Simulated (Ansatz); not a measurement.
Working through a single point from a YAML input of MgTi, space group P-6m2

Computed with Ansatz 0.2.0, Python API.

Run as a notebook:

In [1]:
```python
import ansatz as az
import numpy as np
```

In [2]:
```python
INPUT = '''
crystal:
  lattice:
    - [2.894343, 0.0, 0.0]
    - [-1.447172, 2.506575, 0.0]
    - [0.0, 0.0, 5.258921]
  atoms:
    - { symbol: Mg, position: [0.0, 0.0, 0.0] }
    - { symbol: Ti, position: [0.666667, 0.333333, 0.5] }
kpoints:
  mp_grid: { grid: [9, 9, 5] }
hamiltonian:
  xc: pbesol
scf:
  occupations: { method: cold, width: 0.1 }
output:
  stress: true
  eigenvalues: true
'''
```

In [3]:
```python
result = az.Session.from_yaml(INPUT).plan(threads=1).execute()
report = result.report
```
```text
DeckWarning: the atoms were moved onto the symmetric positions of the space group found under crystal.symmetry.tolerance 1.0e-5 (fractional; no operation is sought that the atoms, as they stand in a round, miss by more than twice it, and no atom is moved by as much as it), and the run uses the moved positions. Before [...]
DeckWarning: basis.ecutwfc = 420 eV, auto-derived from the records' recommended cutoffs: set by Mg (normal level)
```

In [4]:
```python
result.lattice.cell_ang
```
Out [4]:
```text
array([[ 2.89434325e+00,  2.88675134e-07,  0.00000000e+00],
       [-1.44717188e+00,  2.50657464e+00,  0.00000000e+00],
       [ 0.00000000e+00,  0.00000000e+00,  5.25892100e+00]])
```

In [5]:
```python
{key: value for key, value in report.items() if isinstance(value, (int, float)) and 'ev' in key}
```
Out [5]:
```text
{'n_hpsi_unsolved_levels': 264,
 'gap_by_band_count_ev': -0.3625919637466737,
 'fermi_energy_ev': 9.30652302934579,
 'harris_foulkes_ev': -4385.482794075074,
 'free_energy_ev': -4385.482794060255,
 'internal_energy_ev': -4385.48393043393,
 'lagrangian_ev': -4385.482794060255,
 'energy_sigma0_ev': -4385.48317285148,
 'lagrangian_sigma0_ev': -4385.48317285148,
 'lagrangian_above_aufbau_ev': 0.0004208791641363951,
 'entropy_ts_ev': -0.0011363736749671449,
 'loop_fermi_energy_ev': 9.30652302934579,
 'occupations_fermi_energy_ev': 9.30652302934579}
```

In [6]:
```python
print(f'free energy      {report["free_energy_ev"]:.5f} eV')
print(f'per atom         {report["free_energy_ev"] / len(result.lattice.sites):.5f} eV')
print(f'SCF iterations   {report["n_iterations"]}  (converged: {report["converged"]})')
```
```text
free energy      -4385.48279 eV
per atom         -2192.74140 eV
SCF iterations   6  (converged: True)
```

In [7]:
```python
fermi = report['fermi_energy_ev']
print('levels less the Fermi level (eV) at the first k-points (first spin channel where there are two)')
for k, levels in list(zip(report['kpoints_frac'], report['eigenvalues_ev']))[:6]:
    print('k = ({:.3f}, {:.3f}, {:.3f})'.format(*k))
    print('   ', ' '.join(f'{e - fermi:.3f}' for e in levels))
```
```text
levels less the Fermi level (eV) at the first k-points (first spin channel where there are two)
k = (0.000, 0.000, 0.000)
    -74.890 -56.458 -41.818 -41.818 -41.788 -32.894 -32.486 -32.486 -6.750 -2.333 -1.351 1.154 1.154 2.625 2.625
k = (0.000, 0.000, 0.200)
    -74.890 -56.458 -41.818 -41.818 -41.788 -32.894 -32.486 -32.486 -6.524 -3.265 -0.885 1.155 1.155 2.620 2.620
k = (0.000, 0.000, 0.400)
    -74.890 -56.458 -41.818 -41.818 -41.788 -32.895 -32.486 -32.486 -5.925 -4.486 -0.613 1.155 1.155 2.612 2.612
k = (0.000, 0.111, 0.000)
    -74.889 -56.448 -41.827 -41.820 -41.787 -32.884 -32.550 -32.501 -6.438 -2.011 -1.297 0.911 1.395 2.555 2.663
k = (0.000, 0.111, 0.200)
    -74.889 -56.448 -41.827 -41.820 -41.787 -32.885 -32.550 -32.501 -6.218 -2.978 -0.751 0.913 1.395 2.319 2.549
k = (0.000, 0.111, 0.400)
    -74.889 -56.448 -41.827 -41.820 -41.786 -32.885 -32.550 -32.501 -5.645 -4.163 -0.433 0.916 1.396 2.162 2.540
```

In [8]:
```python
gap = None if 'band_edges_ev' not in report else report['band_edges_ev'][1] - report['band_edges_ev'][0]
print('gap on the k mesh:', 'withheld (metal, or smearing too wide to tell)' if gap is None else f'{gap:.3f} eV')
print('lowest empty less highest filled band, by band count:', round(report['gap_by_band_count_ev'], 3), 'eV')
```
```text
gap on the k mesh: withheld (metal, or smearing too wide to tell)
lowest empty less highest filled band, by band count: -0.363 eV
```

In [9]:
```python
sigma = report['stress_gpa']
voigt = [sigma[0][0], sigma[1][1], sigma[2][2], sigma[1][2], sigma[0][2], sigma[0][1]]
print('stress xx yy zz yz xz xy (GPa, compression positive):', ' '.join(f'{s:.3f}' for s in voigt))
print('P =', round(10 * float(np.mean(voigt[:3])), 2), 'kbar')
```
```text
stress xx yy zz yz xz xy (GPa, compression positive): -2.257 -2.257 -1.635 -0.000 0.000 0.000
P = -20.5 kbar
```

Total energies depend on the potentials; only differences at equal settings carry meaning. Under cold or Methfessel-Paxton smearing the entropy term is a generalised one and can be negative. The computed bands are complete only to about 2.4 eV above the Fermi level. For a metal this k-point mesh is coarse: on a finer one energies can move by several to tens of meV an atom and pressures by half a GPa or more, differences at one mesh by less. Only differences from the Fermi energy are physical; the zero of the scale is a convention. A gap by band count of zero or less means overlapping bands, a metal. The structure comes from a database of computed cells and needn't be a stable or known phase. Levels are Kohn-Sham eigenvalues on this mesh. Warnings are shown shortened and without file and line. Wall time of the script: 2.3 s on 1 thread of AMD EPYC 7R43 64-Core Processor (Zen 3) (shared host), peak memory 0.37 GiB.

(Lines on the test bed's own set-up are left out of the output.)
